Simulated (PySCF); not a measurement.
# dimethylethylborane (C4H11B): a tour of settings, part 2 of 2

PySCF 2.14.0. Atoms count from 0. The steps go on from the part before.

**5. J couplings: PBE0/6-311+G(2d,p)**

What the job is given:

```
{"job": {"kind": "j", "xc": "PBE0", "basis": "6-311+G(2d,p)", "scf": {"guess": "huckel", "level_shift": 0.1}}, "charge": 0, "multiplicity": 1}
C      1.976514    -0.622159    -0.035222
C      0.979019     0.534424    -0.106826
B     -0.529393     0.219489     0.254065
C     -0.955001    -1.181966     0.836424
C     -1.621669     1.336514     0.028815
H      2.981426    -0.286938    -0.287169
H      1.698747    -1.409837    -0.731938
H      2.002301    -1.047452     0.965226
H      1.321496     1.327880     0.566889
H      1.031053     0.978439    -1.105802
H     -0.747317    -1.971996     0.115491
H     -0.372764    -1.434238     1.721332
H     -2.006913    -1.249496     1.102487
H     -2.387143     0.984237    -0.662119
H     -1.231415     2.273054    -0.362620
H     -2.146542     1.558990     0.957039
```

With the program's defaults for keys left out, this is: PBE0/6-311+G(2d,p) indirect spin-spin coupling, non-relativistic, gas phase.

The log of the run:

```text
final grid: 115136 points
cycle   1  E = -182.7757236034  dE = -1.442e+00  |g| = 2.009e+00  |ddm| = 3.116e+00
cycle   2  E = -182.9157707027  dE = -1.400e-01  |g| = 1.712e+00  |ddm| = 3.487e+00
cycle   3  E = -183.7201697632  dE = -8.044e-01  |g| = 1.255e-01  |ddm| = 2.366e+00
cycle   4  E = -183.7245169964  dE = -4.347e-03  |g| = 6.322e-02  |ddm| = 3.174e-01
cycle   5  E = -183.7255447781  dE = -1.028e-03  |g| = 6.872e-03  |ddm| = 9.252e-02
cycle   6  E = -183.7255644012  dE = -1.962e-05  |g| = 2.861e-03  |ddm| = 3.084e-02
cycle   7  E = -183.7255671482  dE = -2.747e-06  |g| = 5.931e-04  |ddm| = 9.392e-03
cycle   8  E = -183.7255672872  dE = -1.390e-07  |g| = 1.467e-04  |ddm| = 2.574e-03
cycle   9  E = -183.7255672974  dE = -1.026e-08  |g| = 4.005e-05  |ddm| = 7.650e-04
cycle  10  E = -183.7255672982  dE = -7.706e-10  |g| = 1.603e-05  |ddm| = 2.166e-04
level shift removed, Fock matrix diagonalised once more
converged SCF energy = -183.7255672982

Indirect spin-spin couplings (Hz)
  i      j    bonds     total        FC       PSO       DSO        SD
  0 C    1 C    1     27.862    27.659     0.043     0.159         -
  0 C    2 B    2     -1.691    -1.586    -0.082    -0.003    -0.020
  0 C    3 C    3      3.034     3.034    -0.015     0.015         -
  0 C    4 C    3      3.477     3.507     0.021    -0.051         -
  0 C    5 H    1    113.432   111.536     1.295     0.601         -
  0 C    6 H    1    113.107   111.189     1.279     0.640         -
  0 C    7 H    1    112.901   110.992     1.265     0.645         -
  0 C    8 H    2     -4.795    -4.811     0.218    -0.202         -
  0 C    9 H    2     -3.613    -3.625     0.218    -0.207         -
  0 C   10 H    4      0.183     0.145    -0.086     0.124         -
  0 C   11 H    4      0.156     0.122    -0.084     0.118         -
  0 C   12 H    4      1.028     1.047     0.271    -0.290         -
  0 C   13 H    4      0.454     0.499     0.170    -0.215         -
  1 C    2 B    1     45.937    47.480    -2.101     0.232     0.327
  1 C    3 C    2      4.046     4.213    -0.170     0.004         -
  1 C    4 C    2      5.336     5.575    -0.247     0.008         -
  1 C    5 H    2     -4.400    -4.394     0.237    -0.243         -
  1 C    6 H    2     -3.622    -3.688     0.266    -0.200         -
  1 C    7 H    2     -3.864    -3.935     0.273    -0.201         -
  1 C    8 H    1    101.511    99.098     1.603     0.810         -
  1 C    9 H    1    104.888   102.578     1.505     0.804         -
  1 C   10 H    3     -0.008     0.067    -0.043    -0.033         -
  1 C   11 H    3      0.431     0.500    -0.065    -0.005         -
  1 C   12 H    3      5.883     5.988     0.233    -0.337         -
  1 C   13 H    3      1.301     1.384     0.143    -0.226         -
  1 C   14 H    3      4.159     4.179    -0.127     0.107         -
  1 C   15 H    3      1.777     1.857     0.153    -0.233         -
  2 B    3 C    1     45.947    47.486    -2.046     0.199     0.308
  2 B    4 C    1     44.840    46.316    -1.993     0.193     0.324
  2 B    5 H    3      8.680     8.763     0.389    -0.490     0.018
  2 B    6 H    3      1.819     1.964    -0.137     0.010    -0.017
  2 B    7 H    3      1.822     2.032    -0.199     0.007    -0.018
  2 B    8 H    2     -4.468    -4.539    -0.078    -0.074     0.223
  2 B    9 H    2     -4.576    -4.415    -0.188    -0.119     0.146
  2 B   10 H    2     -4.681    -4.691    -0.034    -0.162     0.206
  2 B   11 H    2     -4.777    -4.688    -0.082    -0.180     0.173
  2 B   12 H    2     -5.479    -4.934    -0.333    -0.264     0.053
  2 B   13 H    2     -4.493    -4.464    -0.032    -0.187     0.190
  2 B   14 H    2     -5.645    -5.104    -0.323    -0.270     0.052
  2 B   15 H    2     -4.570    -4.494    -0.052    -0.198     0.174
  3 C    4 C    2      5.076     5.317    -0.235    -0.006         -
  3 C    5 H    4      0.182     0.219     0.259    -0.297         -
  3 C    7 H    4      0.177     0.134    -0.112     0.156         -
  3 C    8 H    3      0.079     0.139     0.168    -0.229         -
  3 C    9 H    3      1.445     1.524     0.209    -0.287         -
  3 C   10 H    1    101.748    99.258     1.875     0.615         -
  3 C   11 H    1    102.555   100.099     1.843     0.613         -
  3 C   12 H    1    109.373   107.142     1.652     0.579         -
  3 C   13 H    3      0.527     0.607    -0.042    -0.038         -
  3 C   14 H    3      7.421     7.541     0.246    -0.367         -
  3 C   15 H    3      0.760     0.842    -0.048    -0.034         -
  4 C    5 H    4      0.406     0.439     0.210    -0.244         -
  4 C    6 H    4     -0.363    -0.321     0.126    -0.168         -
  4 C    7 H    4     -0.354    -0.308     0.148    -0.194         -
  4 C    8 H    3     -0.035     0.039    -0.054    -0.020         -
  4 C    9 H    3      1.328     1.399    -0.099     0.027         -
  4 C   10 H    3      1.176     1.261     0.166    -0.252         -
  4 C   11 H    3      2.045     2.138     0.185    -0.278         -
  4 C   12 H    3      4.211     4.254    -0.094     0.051         -
  4 C   13 H    1    102.022    99.553     1.891     0.578         -
  4 C   14 H    1    108.301   106.075     1.661     0.565         -
  4 C   15 H    1    102.616   100.171     1.869     0.576         -
  5 H    6 H    2    -13.048   -12.881     2.510    -2.676         -
  5 H    7 H    2    -13.089   -12.922     2.504    -2.671         -
  5 H    8 H    3      4.031     4.110     0.395    -0.475         -
  5 H    9 H    3      3.490     3.565     0.386    -0.461         -
  5 H   11 H    5     -0.176    -0.045     0.837    -0.968         -
  5 H   12 H    5     -0.205    -0.018     1.218    -1.405         -
  6 H    7 H    2    -13.191   -13.048     2.418    -2.562         -
  6 H    8 H    3     12.025    12.435     2.438    -2.848         -
  6 H    9 H    3      2.863     2.942     0.503    -0.582         -
  7 H    8 H    3      2.933     3.003     0.479    -0.549         -
  7 H    9 H    3     12.084    12.490     2.438    -2.844         -
  7 H   14 H    5     -0.153    -0.028     0.759    -0.885         -
  8 H    9 H    2    -19.481   -19.534     1.997    -1.944         -
  8 H   10 H    4      1.654     1.881     1.218    -1.445         -
  8 H   11 H    4      0.907     0.979     0.254    -0.325         -
  8 H   12 H    4     -0.184     0.037     1.088    -1.309         -
  8 H   13 H    4      2.485     2.701     1.190    -1.406         -
  8 H   15 H    4      1.716     1.792     0.315    -0.392         -
  9 H   10 H    4      0.926     1.053     0.556    -0.683         -
  9 H   11 H    4      0.857     1.096     1.259    -1.498         -
  9 H   12 H    4     -0.320    -0.081     1.174    -1.412         -
  9 H   13 H    4      0.693     0.767     0.329    -0.403         -
  9 H   15 H    4      2.186     2.383     1.119    -1.316         -
 10 H   11 H    2    -19.098   -19.122     2.377    -2.353         -
 10 H   12 H    2    -13.706   -13.675     2.576    -2.608         -
 10 H   13 H    4      1.179     1.256     0.308    -0.385         -
 10 H   14 H    4     -0.195     0.038     1.163    -1.396         -
 10 H   15 H    4      2.284     2.496     1.169    -1.381         -
 11 H   12 H    2    -12.806   -12.770     2.589    -2.625         -
 11 H   13 H    4      2.063     2.286     1.217    -1.440         -
 11 H   14 H    4      0.310     0.545     1.171    -1.407         -
 11 H   15 H    4      0.716     0.819     0.460    -0.563         -
 12 H   14 H    4      0.268     0.481     1.226    -1.438         -
 13 H   14 H    2    -13.404   -13.365     2.634    -2.673         -
 13 H   15 H    2    -19.129   -19.137     2.501    -2.494         -
 14 H   15 H    2    -12.868   -12.825     2.642    -2.684         -
```

It took 27 s on 1 thread of Arm Neoverse V1, shared host; peak memory 0.87 GiB.

This basis has no tight s functions, so the Fermi-contact terms are rough.

This run: J(C0,H5) 113.1 Hz, J(C3,H10) 104.4 Hz, J(C1,H8) 103.2 Hz (means over like pairs).

**6. Indirect couplings: OPBE/aug-pcSseg-1**

Settings changed since step 5:

```diff
@@ -1,2 +1,2 @@
-{"job": {"kind": "j", "xc": "PBE0", "basis": "6-311+G(2d,p)", "scf": {"guess": "huckel", "level_shift": 0.1}}, "charge": 0, "multiplicity": 1}
+{"job": {"kind": "j", "xc": "OPBE", "basis": "aug-pcSseg-1", "scf": {"diis": false, "max_cycle": 76}}, "charge": 0, "multiplicity": 1}
 C      1.976514    -0.622159    -0.035222
```

Method: OPBE/aug-pcSseg-1 indirect spin-spin coupling, non-relativistic, gas phase.

The log of the run:

```text
final grid: 115136 points
cycle   1  E = -183.6851467789  dE =  3.498e-02  |g| = 6.631e-01  |ddm| = 7.056e+00
cycle   2  E = -183.5367136535  dE =  1.484e-01  |g| = 9.707e-01  |ddm| = 2.711e+00
cycle   3  E = -183.2866366044  dE =  2.501e-01  |g| = 1.424e+00  |ddm| = 3.458e+00
cycle   4  E = -182.1303639252  dE =  1.156e+00  |g| = 2.325e+00  |ddm| = 1.193e+01
cycle   5  E = -181.0973048135  dE =  1.033e+00  |g| = 3.200e+00  |ddm| = 1.257e+01
cycle   6  E = -165.4625138685  dE =  1.563e+01  |g| = 5.404e+00  |ddm| = 7.446e+02
cycle   7  E = -151.7340192448  dE =  1.373e+01  |g| = 1.005e+01  |ddm| = 7.453e+02
cycle   8  E = -117.9744261585  dE =  3.376e+01  |g| = 8.198e+00  |ddm| = 1.121e+03
cycle   9  E = -137.6050631690  dE = -1.963e+01  |g| = 1.084e+01  |ddm| = 1.120e+03
cycle  10  E = -63.7649299269  dE =  7.384e+01  |g| = 1.718e+01  |ddm| = 1.861e+02
[... 56 cycles left out ...]
cycle  67  E = -1.8270095441  dE =  3.005e+01  |g| = 1.937e+01  |ddm| = 6.339e+01
cycle  68  E = -31.8771157244  dE = -3.005e+01  |g| = 1.788e+01  |ddm| = 6.339e+01
cycle  69  E = -1.8270095441  dE =  3.005e+01  |g| = 1.937e+01  |ddm| = 6.339e+01
cycle  70  E = -31.8771157244  dE = -3.005e+01  |g| = 1.788e+01  |ddm| = 6.339e+01
cycle  71  E = -1.8270095441  dE =  3.005e+01  |g| = 1.937e+01  |ddm| = 6.339e+01
cycle  72  E = -31.8771157244  dE = -3.005e+01  |g| = 1.788e+01  |ddm| = 6.339e+01
cycle  73  E = -1.8270095441  dE =  3.005e+01  |g| = 1.937e+01  |ddm| = 6.339e+01
cycle  74  E = -31.8771157244  dE = -3.005e+01  |g| = 1.788e+01  |ddm| = 6.339e+01
cycle  75  E = -1.8270095441  dE =  3.005e+01  |g| = 1.937e+01  |ddm| = 6.339e+01
cycle  76  E = -31.8771157244  dE = -3.005e+01  |g| = 1.788e+01  |ddm| = 6.339e+01
SCF not converged, last energy = -31.8771157244
```

Run time: 2.6 min. Hardware: 1 thread of Arm Neoverse V1, shared host.

**What went wrong.** The SCF swings between two densities 30.05 Eh apart: plain iteration without DIIS overshoots. Cure: turn DIIS on. Numbers printed on the way are no properties of the molecule.

**7. Side by side: NMR shifts**

Isotropic shieldings (ppm), means over like atoms, with basis size and wall time:

```
                                  run     C1     C3     C0     H8     H5    H10    B2  functions   time
BHandHLYP/6-311+G(2d,p) in chloroform  163.1  176.8  177.6  30.83  31.11  31.46  18.0        201   20 s
            X3LYP/3-21G in chloroform  180.0  191.0  192.5  31.68  32.03  32.22  44.8         67  5.3 s
```

**8. Run by run: spin-spin couplings**

Couplings (Hz), each a mean over the pairs like the one named, with basis size and wall time:

```
               run  C0–H5  C3–H10  C1–H8  B2–C3  C1–B2  C0–C1  H8–H9  functions   time
       PBE0/STO-3G  104.5    98.1   96.2   41.4   41.2   26.4  -18.4         36  3.2 s
PBE0/6-311+G(2d,p)  113.1   104.4  103.2   45.4   45.9   27.9  -19.5        201   27 s
```

**9. What came out**

What follows sums up all 2 parts.

```
                                                                                       quantity                                                                  value
shieldings of C, H, B (BHandHLYP/6-311+G(2d,p), chloroform, a mean where the table joins atoms)  C1 163.1, C3 176.8, C0 177.6, H8 30.8, H5 31.1, H10 31.5, B2 18.0 ppm
                                                    largest coupling of the table (PBE0/STO-3G)                                                1J(C,H) C0–H5, 104.5 Hz
                                                                   range of the shielding of B2                                                       18.0 to 44.8 ppm
                                                        range of J(C0,H5), mean over like pairs                                                      104.5 to 113.1 Hz
                                                                  property runs in this session                        5, of which 1 failed and 1 gave unsound results
```

**Reading.** Single values in the summary come from the first run of each kind that ended normally (BHandHLYP/6-311+G(2d,p); PBE0/STO-3G), which need not be the best level. A minimal basis gives no usable values, so read them as a test of settings alone. At BHandHLYP/6-311+G(2d,p): Shielding is most anisotropic at B2 (span 154 ppm, paramagnetic term -169 ppm). Of the pairs tabulated at PBE0/STO-3G, C0–H5 (mean over like pairs) couples most strongly (104.5 Hz; Fermi contact 103.9 Hz). Couplings across rotatable bonds belong to this one conformer; where others are populated, the observed values are averages. Across the 2 runs the shielding of B2 moves most, between 18.0 (BHandHLYP/6-311+G(2d,p) in chloroform) and 44.8 ppm (X3LYP/3-21G in chloroform). The coupling C0–H5, as a mean over pairs of its kind, runs from 104.5 Hz (PBE0/STO-3G) to 113.1 Hz (PBE0/6-311+G(2d,p)). Couplings from bases without tight functions are rough.
